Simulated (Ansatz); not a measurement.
Turn this script for the Ansatz DFT code, driven from Python into the input file that the command-line program reads.

The script, `h2kn.py`:
```python
import ansatz as az


def main() -> None:
    h2kn = (
        az.Crystal.molecule()
        .atom("N", (-0.2271, -0.24, -0.4277))
        .atom("K", (1.6745, -0.2992, 1.0984))
        .atom("H", (-1.162, -0.3068, 0.1376))
        .atom("H", (-0.2299, 0.7858, -0.8286))
    )

    setup = (
        h2kn.calculation()
        .basis(gaussian="def2-SVP")
        .correlation(active_electrons=6, active_orbitals=6)
    )
    for method in [None]:
        r = (setup if method is None else setup.correlation(method)).run(threads=1).report
        space = r["configurations"]
        state = space["states"][0]
        print(method or "casscf", f"total {r['free_energy_ev'] / 27.211386246:.6f} Ha, active-space state {state['energy']['hartree']:.6f} Ha, mean field {r['reference_energy_ev'] / 27.211386246:.6f} Ha")
        print("  determinants", state["n_determinants"], " natural occupations", [round(n, 3) for n in space["natural_occupations"]])


if __name__ == "__main__":
    main()
```

```console
$ python h2kn.py
casscf total -654.676328 Ha, active-space state -654.676328 Ha, mean field -654.593689 Ha
  determinants 400  natural occupations [1.972, 1.97, 1.969, 0.032, 0.029, 0.028]
```

`input.yaml`:
```yaml
crystal:
  periodic: [false, false, false]
  atoms:
    - { symbol: "N", position_ang: [-0.2271, -0.24, -0.4277] }
    - { symbol: K, position_ang: [1.6745, -0.2992, 1.0984] }
    - { symbol: H, position_ang: [-1.162, -0.3068, 0.1376] }
    - { symbol: H, position_ang: [-0.2299, 0.7858, -0.8286] }
basis:
  gaussian:
    orbitals: def2-SVP
correlation:
  active_space:
    window:
      electrons: 6
      orbitals: 6
```

Total energies depend on the basis set; only differences at equal settings carry meaning. The geometry is a force-field or estimated start, not a minimum of this method, and the basis set is short of its limit. The active space starts as a window about the frontier orbitals and is then optimised, not chosen by chemistry. Timing: 1.8 s on 1 thread of Arm Neoverse V1 (shared host), peak memory 0.15 GiB.

(Lines on the test bed's own set-up are left out of the output.)
